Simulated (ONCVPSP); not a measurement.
# Pseudopotential generation for S: ONCV, PBE

Task: generate the file, and judge it by its errors in other configurations, its logarithmic derivatives, its ghosts and its cutoff.

Program: ONCVPSP 4.0.1.1 (patched build). Reference atom: PBE, scalar-relativistic, spherical and spin-unpolarised. All values are calculated.

## (1) The atom and the settings

Typed settings, in words:

```json
{"element": "sulfur (S, Z = 16)", "type": "optimised norm-conserving Vanderbilt (ONCV)", "frozen core": "[Ne]", "valence charge": "6", "reference configuration": "3s2 3p3.5 (charge +0.5)", "partial waves": "3s: rc 1.55 bohr, ncon 3, nbas 7, qcut 5 1/bohr, 2 projectors, debl 2.3 Ha; 3p: rc 1.38 bohr, ncon 5, nbas 8, qcut 3.8 1/bohr, 1 projector; d scattering state at 0.1 Ha: rc 1.55 bohr, ncon 4, nbas 8, qcut 6.9 1/bohr, 2 projectors, debl 2.7 Ha", "local potential": "polynomial inside 1.38 bohr (lpopt 5, dvloc0 0 Ha)", "core correction": "Teter function fitted to the true core (icmod 2), fcfact 0.7"}
```

## (2) Generation

S.dat reads:

```
# ATOM AND REFERENCE CONFIGURATION
# atsym  z   nc   nv     iexc    psfile
  S 16.00    3    2        4      upf
#
#   n    l    f
    1    0    2.00
    2    0    2.00
    2    1    6.00
    3    0    2.00
    3    1    3.50
#
# PSEUDOPOTENTIAL AND OPTIMIZATION
# lmax
    2
#
#   l,   rc,      ep,       ncon, nbas, qcut
    0    1.55    0.00    3    7    5.00
    1    1.38    0.00    5    8    3.80
    2    1.55    0.10    4    8    6.90
#
# LOCAL POTENTIAL
# lloc, lpopt,  rc(5),   dvloc0
    4    5    1.38    0.00
#
# VANDERBILT-KLEINMAN-BYLANDER PROJECTORs
# l, nproj, debl
    0    2    2.30
    1    1    0.70
    2    2    2.70
#
# MODEL CORE CHARGE
# icmod, fcfact, rcfact
    2    0.70    1.10
#
# LOG DERIVATIVE ANALYSIS
# epsh1, epsh2, depsh
   -2.00    5.00    0.02
#
# OUTPUT GRID
# rlmax, drl
    6.00    0.01
#
# TEST CONFIGURATIONS
# ncnf
    4
# nvcnf
#   n    l    f
    2
    3    0    2.00
    3    1    4.00
#
    2
    3    0    2.00
    3    1    3.00
#
    2
    3    0    2.00
    3    1    2.00
#
    2
    3    0    2.00
    3    1    1.00
#
```

The run is started by

```
$ oncvpsp.x < S.dat > S.out
```

**Question.** What will these runs give? Wanted: cutoffs for 1 and 0.1 mHa per electron, occupied waves; bound ghosts; GHOST(+) flags; largest test error; largest phase difference near zero energy, channels read; rms error of d²Exc/dn², without and with the model core.

**Answer**, as computed:

| quantity | value |
| --- | --- |
| cutoffs for 1 and 0.1 mHa per electron, occupied waves | 11 Ha and 82 Ha |
| bound ghosts | none found |
| GHOST(+) flags | s at 199 eV |
| largest test error (AE − PS) | +66 meV, for 3s2 3p1 |
| largest phase difference near zero energy, channels read | 0.008 rad |
| rms error of d²Exc/dn², without and with the model core | 1.59 and 0.71 mHa |

**Reading.** By total energies transferability is fair: the largest error is 66 meV on 63.4 eV, for 3s2 3p1. That test lies far up in energy; among those under 40 eV, nearer to bonding, the largest error is 16 meV. The potential is soft on the atom: the looser tolerance needs 11 Ha. The tighter tolerance needs 82 Ha, and converged work needs a cutoff nearer that. At the looser tolerance the 3s wave is the slowest; 3p needs 7 Ha. That counts occupied waves only; other projectors can need more. The program's ghost test flags no bound state. Near zero energy the phases of the channels with partial waves agree within 0.008 rad. The program also flags highly localised states, GHOST(+) (s).
